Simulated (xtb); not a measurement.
# GFN2-xTB run of CH7OSi2 (SMILES C[SiH2]O[SiH2])

What is the adiabatic ionisation energy of CH7OSi2 at GFN2-xTB? 

Program for the calculation: xtb 6.7.1.

5 further runs of the same task are left out: 1 that didn't finish, 4 set aside as unsound or not needed.

## (1) The system as given

CH7OSi2: 11 atoms, total charge 0, spin state doublet. SMILES: `C[SiH2]O[SiH2]`. Geometry: a rough force-field guess. This is one conformer, not always the lowest. The run starts from this shape.

Bond lengths: C1–Si2 1.790 Å, Si2–O3 1.638 Å, O3–Si4 1.675 Å, C1–H5 1.127 Å, C1–H6 1.152 Å, C1–H7 1.115 Å, Si2–H8 1.439 Å, Si2–H9 1.530 Å, Si4–H10 1.469 Å, Si4–H11 1.538 Å. Some angles: C1–Si2–O3 112.0°, Si2–O3–Si4 144.1°, C1–Si2–H8 111.0°, C1–Si2–H9 109.1°, O3–Si2–H8 107.7°, O3–Si2–H9 109.2°, Si2–C1–H5 114.1°, Si2–C1–H6 112.8°, Si2–C1–H7 114.4°, O3–Si4–H10 106.4°.

## (2) An optimisation with harmonic vibrations at GFN2-xTB

File xtb.inp:

```
$chrg 0
$spin 1
$end
```

File mol.sdf:

```

     RDKit          3D

 11 10  0  0  0  0  0  0  0  0999 V2000
   -0.7799    1.3390    0.1154 C   0  0  0  0  0  0  0  0  0  0  0  0
   -0.1885   -0.1004    1.0001 Si  0  0  0  0  0  4  0  0  0  0  0  0
    1.1268   -0.7643    0.2842 O   0  0  0  0  0  0  0  0  0  0  0  0
    1.6814   -1.5146   -1.1072 Si  0  0  0  0  0  3  0  0  0  0  0  0
   -1.1253    1.1233   -0.9357 H   0  0  0  0  0  0  0  0  0  0  0  0
   -1.7026    1.8183    0.6103 H   0  0  0  0  0  0  0  0  0  0  0  0
   -0.0427    2.1723    0.0480 H   0  0  0  0  0  0  0  0  0  0  0  0
   -1.2063   -1.1147    1.0744 H   0  0  0  0  0  0  0  0  0  0  0  0
    0.1670    0.3028    2.4330 H   0  0  0  0  0  0  0  0  0  0  0  0
    1.3905   -0.5971   -2.2173 H   0  0  0  0  0  0  0  0  0  0  0  0
    0.7450   -2.7216   -1.2843 H   0  0  0  0  0  0  0  0  0  0  0  0
  2  1  1  0
  3  2  1  0
  4  3  1  0
  5  1  1  0
  6  1  1  0
  7  1  1  0
  8  2  1  0
  9  2  1  0
 10  4  1  0
 11  4  1  0
M  RAD  1   4   2
M  END
$$$$
```

Launch:

```bash
$ xtb mol.sdf --ohess --json --input xtb.inp --gfn 2 -P 1 | tee out.txt
```

Output:

```text
* xtb version 6.7.1
[...]
          :  # basis functions                  35          :
[...]
          :  # electrons                        25          :
[...]
          :  Hamiltonian                  GFN2-xTB          :
[...]
          :  net charge                          0          :
          :  unpaired electrons                  1          :
[...]
   *** convergence criteria satisfied after 14 iterations ***
[...]
   *** GEOMETRY OPTIMIZATION CONVERGED AFTER 13 ITERATIONS ***
[...]
   *** convergence criteria satisfied after 3 iterations ***
[...]
         ::                     SUMMARY                     ::
         :::::::::::::::::::::::::::::::::::::::::::::::::::::
         :: total energy             -13.274139384401 Eh    ::
         :: gradient norm              0.000755937396 Eh/a0 ::
         :: HOMO-LUMO gap              2.530767777396 eV    ::
         ::.................................................::
         :: SCC energy               -13.403897879060 Eh    ::
         :: -> isotropic ES            0.043666929926 Eh    ::
         :: -> anisotropic ES          0.000897538060 Eh    ::
         :: -> anisotropic XC          0.003644809739 Eh    ::
         :: -> dispersion             -0.006845949285 Eh    ::
         :: repulsion energy           0.129758494659 Eh    ::
         :: add. restraining           0.000000000000 Eh    ::
         :: total charge              -0.000000000000 e     ::
         :::::::::::::::::::::::::::::::::::::::::::::::::::::
[...]
        13        1.0000           -0.2747640              -7.4767 (HOMO)
        14                         -0.1817598              -4.9459 (LUMO)
[...]
     #   Z          covCN         q      C6AA      α(0)
     1   6 C        3.650    -0.200    24.818     7.156
     2  14 Si       3.533     0.521    98.972    19.189
     3   8 O        1.540    -0.448    21.888     6.311
     4  14 Si       2.661     0.401   179.504    29.422
     5   1 H        0.925     0.026     2.643     2.543
     6   1 H        0.925     0.015     2.808     2.621
     7   1 H        0.925     0.028     2.619     2.531
     8   1 H        0.918    -0.097     5.461     3.655
     9   1 H        0.918    -0.092     5.293     3.598
    10   1 H        0.920    -0.077     4.815     3.432
    11   1 H        0.920    -0.077     4.807     3.429
[...]
molecular dipole:
                 x           y           z       tot (Debye)
 q only:        0.247      -0.214      -0.125
   full:       -0.183       0.099      -0.248       0.823
molecular quadrupole (traceless):
[...]
          | TOTAL ENERGY              -13.274139384404 Eh   |
          | TOTAL ENTHALPY            -13.194138808991 Eh   |
          | TOTAL FREE ENERGY         -13.233468316117 Eh   |
          | GRADIENT NORM               0.000756223867 Eh/α |
[...]
```

Standard error:

```text
normal termination of xtb
```

It also wrote vibspectrum:

```text
$vibrational spectrum
#  mode     symmetry     wave number   IR intensity    selection rules
#                         cm**(-1)      (km*mol⁻¹)        IR
     1                      -0.00         0.00000          -
     2                      -0.00         0.00000          -
     3                      -0.00         0.00000          -
     4                       0.00         0.00000          -
     5                       0.00         0.00000          -
     6                       0.00         0.00000          -
     7        a            -25.10         1.59067         YES
     8        a             60.39         0.53910         YES
     9        a             77.60         2.90985         YES
    10        a            129.13         0.64052         YES
    11        a            216.55         9.68025         YES
    12        a            476.11        52.98071         YES
    13        a            550.06         9.93272         YES
    14        a            570.53        44.94007         YES
    15        a            615.00        38.05272         YES
    16        a            640.08       122.68048         YES
    17        a            700.08       177.46184         YES
    18        a            726.77       144.80656         YES
    19        a            766.14        14.63977         YES
    20        a            779.55       323.54728         YES
    21        a            823.88        98.78165         YES
    22        a            849.11       210.25154         YES
    23        a           1088.00       616.99188         YES
    24        a           1376.47        14.49920         YES
    25        a           1490.63         0.13975         YES
    26        a           1492.84         0.24010         YES
    27        a           2223.54       356.40700         YES
    28        a           2254.65       210.53285         YES
    29        a           2285.00       537.96419         YES
    30        a           2294.79       202.81053         YES
    31        a           3023.90        38.20841         YES
    32        a           3028.69        27.15873         YES
    33        a           3041.02        28.18573         YES
$end
```

It took 0.22 s on 1 thread of AMD EPYC 9R45 (Zen 5), shared host.

## (3) The singlet cation: a structure relaxation at GFN2-xTB

File .CHRG:

```
1
```

File .UHF:

```
0
```

File xcontrol:

```
$opt
   maxdispl=0.1
$end
```

File coord:

```
$coord angs
    -0.8680900     1.4488800     0.1295700  C
    -0.2776300    -0.1110100     1.0310600  Si
     0.8811900    -0.8416500     0.1641000  O
     1.6493700    -1.5347500    -1.0871300  Si
    -1.2827700     1.2141100    -0.8479700  H
    -1.6391600     1.9595200     0.6993800  H
    -0.0521200     2.1512100    -0.0220600  H
    -1.3723700    -1.0734400     1.1818900  H
     0.3749600     0.2059200     2.3015200  H
     1.5962800    -0.6288100    -2.2269700  H
     1.0557300    -2.8469700    -1.3024900  H
$end
```

Launch:

```bash
$ xtb coord --gfn 2 -I xcontrol --pop -v -o vtight > xtb.out 2> xtb.err
```

Output, cut to the lines that bear on the results:

```text
* xtb version 6.7.1
[...]
          :  # basis functions                  35          :
[...]
          :  # electrons                        24          :
[...]
          :  Hamiltonian                  GFN2-xTB          :
[...]
          :  net charge                          1          :
          :  unpaired electrons                  0          :
[...]
   *** convergence criteria satisfied after 14 iterations ***
[...]
   *** GEOMETRY OPTIMIZATION CONVERGED AFTER 143 ITERATIONS ***
[...]
   *** convergence criteria satisfied after 3 iterations ***
[...]
         ::                     SUMMARY                     ::
         :::::::::::::::::::::::::::::::::::::::::::::::::::::
         :: total energy             -12.913231181014 Eh    ::
         :: gradient norm              0.000026928897 Eh/a0 ::
         :: HOMO-LUMO gap              2.878929329123 eV    ::
         ::.................................................::
         :: HOMO orbital eigv.       -15.454828051371 eV    ::
         :: LUMO orbital eigv.       -12.575898722247 eV    ::
         ::.................................................::
         :: SCC energy               -13.048308899653 Eh    ::
         :: -> isotropic ES            0.125618213558 Eh    ::
         :: -> anisotropic ES         -0.008283493693 Eh    ::
         :: -> anisotropic XC         -0.010788754047 Eh    ::
         :: -> dispersion             -0.005363220341 Eh    ::
         :: repulsion energy           0.135077718639 Eh    ::
         :: add. restraining           0.000000000000 Eh    ::
         :: total charge               1.000000000000 e     ::
[...]
        12        2.0000           -0.5679545             -15.4548 (HOMO)
        13                         -0.4621558             -12.5759 (LUMO)
[...]
molecular dipole:
                 x           y           z       tot (Debye)
 q only:        1.122      -1.478      -0.713
   full:        1.425      -1.719      -1.140       6.372
molecular quadrupole (traceless):
[...]
          | TOTAL ENERGY              -12.913231181014 Eh   |
          | GRADIENT NORM               0.000026928897 Eh/α |
          | HOMO-LUMO GAP               2.878929329123 eV   |
           -------------------------------------------------
[...]
```

Standard error:

```text
normal termination of xtb
```

Run time: 0.35 s. Hardware: 1 thread of AMD EPYC 9R45 (Zen 5), shared host.

Step by step:

```tsv
step	energy from the first frame kept (eV)
0	0.0000
6	-0.9137
12	-0.9649
18	-0.9704
24	-0.9710
30	-0.9713
36	-0.9714
42	-0.9715
48	-0.9715
54	-0.9716
60	-0.9716
66	-0.9717
72	-0.9717
78	-0.9717
84	-0.9718
90	-0.9718
96	-0.9718
102	-0.9719
108	-0.9719
114	-0.9719
120	-0.9719
126	-0.9719
132	-0.9720
138	-0.9720
142	-0.9720
```

After the run. Bond lengths: C1–Si2 1.885 Å, Si2–O3 1.797 Å, O3–Si4 1.543 Å, C1–H5 1.090 Å, C1–H6 1.087 Å, C1–H7 1.090 Å, Si2–H8 1.457 Å, Si2–H9 1.457 Å, Si4–H10 1.449 Å, Si4–H11 1.448 Å. Some angles: C1–Si2–O3 103.3°, Si2–O3–Si4 179.5°, C1–Si2–H8 117.4°, C1–Si2–H9 117.4°, O3–Si2–H8 98.6°, O3–Si2–H9 98.2°, Si2–C1–H5 111.9°, Si2–C1–H6 110.9°, Si2–C1–H7 111.9°, O3–Si4–H10 117.0°.

## (4) Outcome

Level: GFN2-xTB.

```
                                                               quantity                 value
                               run 1, GFN2-xTB: total energy at the end          -13.27414 Eh
                                         run 1, GFN2-xTB: dipole moment                0.82 D
                           run 1, GFN2-xTB: HOMO energy (partly filled)              -7.48 eV
                                           run 1, GFN2-xTB: LUMO energy              -4.95 eV
                                     run 1, GFN2-xTB: dispersion energy         -17.97 kJ/mol
                        run 1, GFN2-xTB: mean polarisability (D4 model)            83.9 bohr³
                            run 1, GFN2-xTB: lowest harmonic wavenumber  25i cm⁻¹ (imaginary)
                           run 1, GFN2-xTB: highest harmonic wavenumber             3041 cm⁻¹
                                singlet cation: total energy at the end          -12.91323 Eh
                                            singlet cation: HOMO energy             -15.45 eV
                                            singlet cation: LUMO energy             -12.58 eV
                                          singlet cation: HOMO–LUMO gap               2.88 eV
                                      singlet cation: dispersion energy         -14.08 kJ/mol
                         singlet cation: mean polarisability (D4 model)            77.8 bohr³
adiabatic ionisation energy (to the singlet cation, no zero-point term)              9.821 eV
```

xTB total energies overstate such differences by several eV unless an empirical shift is taken off; none is applied here. The adiabatic ionisation energy (to the singlet cation, no zero-point term) is 9.82 eV (226 kcal/mol). 1 mode is imaginary (lowest 25i cm⁻¹); so small a value may be numerical noise or a very soft motion. Mulliken charges (run 1, GFN2-xTB) run from -0.45 on O3 to +0.52 on Si2. The optimisation (singlet cation) took 143 steps and changed the energy by -0.972 eV.
